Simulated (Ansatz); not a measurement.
# Hf2ZrSe6: the cost of one run

Method: DFT PBE, scalar-relativistic, plane waves, PAW, unless a step names another level, in Ansatz 0.2.0.

1 further run of the same task is left out (set aside as unsound or not needed).

### 1 The system as given

It takes space group R-3 (No. 148, trigonal). The conventional cell has a = 6.550 Å, b = 6.550 Å, c = 20.992 Å, α = 90.00°, β = 90.00°, γ = 120.00°. Zr (site symmetry -3) is surrounded by 6 Se at 2.71 Å. Around Hf (site symmetry 3) lie 6 Se at 2.69 Å. Around Se (site symmetry 1) lie 2 Hf at 2.69 Å and 1 Zr at 2.71 Å.

As a file:

```cif
data_structure
_symmetry_space_group_name_H-M 'P 1'
_symmetry_Int_Tables_number 1
_cell_length_a 7.9538
_cell_length_b 7.9538
_cell_length_c 7.9538
_cell_angle_alpha 48.628
_cell_angle_beta 48.628
_cell_angle_gamma 48.628
_cell_volume 259.97
loop_
_atom_site_label
_atom_site_type_symbol
_atom_site_fract_x
_atom_site_fract_y
_atom_site_fract_z
_atom_site_occupancy
Zr1 Zr 0.50000 0.50000 0.50000 1
Hf1 Hf 0.16666 0.16666 0.16666 1
Hf2 Hf 0.83334 0.83334 0.83334 1
Se1 Se 0.23961 0.91075 0.57517 1
Se2 Se 0.57517 0.23961 0.91075 1
Se3 Se 0.91075 0.57517 0.23961 1
Se4 Se 0.08925 0.42483 0.76039 1
Se5 Se 0.42483 0.76039 0.08925 1
Se6 Se 0.76039 0.08925 0.42483 1
```

The cell was relaxed beforehand at this level, from a generated guess; it needn't be the stable form of this composition. At a tolerance of 0.02 Å it has space group R-3 (No. 148); it has 28.89 Å³/atom, an uncorrected energy of -1.35 eV/atom over the elements.

### 2 Bands, states and charges

Input file input.yaml:

```yaml
crystal:
  lattice:
    - [3.274886294, 1.8907564834, 6.9973248054]
    - [-3.274886294, 1.8907564834, 6.9973248054]
    - [0.0, -3.7815129669, 6.9973248054]
  atoms:
    - { symbol: Zr, position: [0.5, 0.5, 0.5] }
    - { symbol: Hf, position: [0.166663526, 0.166663526, 0.166663526] }
    - { symbol: Hf, position: [0.833336474, 0.833336474, 0.833336474] }
    - { symbol: Se, position: [0.2396067024, 0.9107497111, 0.5751719277] }
    - { symbol: Se, position: [0.5751719277, 0.2396067024, 0.9107497111] }
    - { symbol: Se, position: [0.9107497111, 0.5751719277, 0.2396067024] }
    - { symbol: Se, position: [0.0892502889, 0.4248280723, 0.7603932976] }
    - { symbol: Se, position: [0.4248280723, 0.7603932976, 0.0892502889] }
    - { symbol: Se, position: [0.7603932976, 0.0892502889, 0.4248280723] }
basis:
  ecutwfc: 420
kpoints:
  mp_grid: { grid: [6, 6, 6] }
  band_path:
    path:
      - [[0.0, 0.0, 0.0], [-0.5, -0.5, -0.5], [-0.5, -0.21534278, -0.78465722]]
      - [[-0.21534278, 0.21534278, -0.5], [0.0, 0.0, -0.5], [0.0, 0.0, 0.0], [0.0, 0.35767139, -0.35767139]]
      - [[-0.35767139, 0.0, -0.64232861], [-0.5, 0.0, -0.5], [0.0, 0.0, 0.0]]
    npoints: 14
hamiltonian:
  xc: pbe
scf:
  occupations: { method: gaussian, width: 0.02 }
  n_extra_bands: 22
output:
  forces: true
  stress: true
  eigenvalues: true
  populations: true
  dos: { projected: true, de: 0.02, nscf_kmesh: { grid: [9, 9, 9] } }
  bader: true
  write_density: true
  write_potential: true
  elf: true
  volumetric_format: npy
```

Launch:

```sh
ansatz run input.yaml --threads 1 --pin off --max-ram 2560MiB --backend cpu --events-out ev --progress --plain --runs-dir out
```

**Question.** How long does this run take on 1 thread of Arm Neoverse V1, shared host, and how much memory does it need?

About 8.1 min, with a peak of 1.9 GiB.
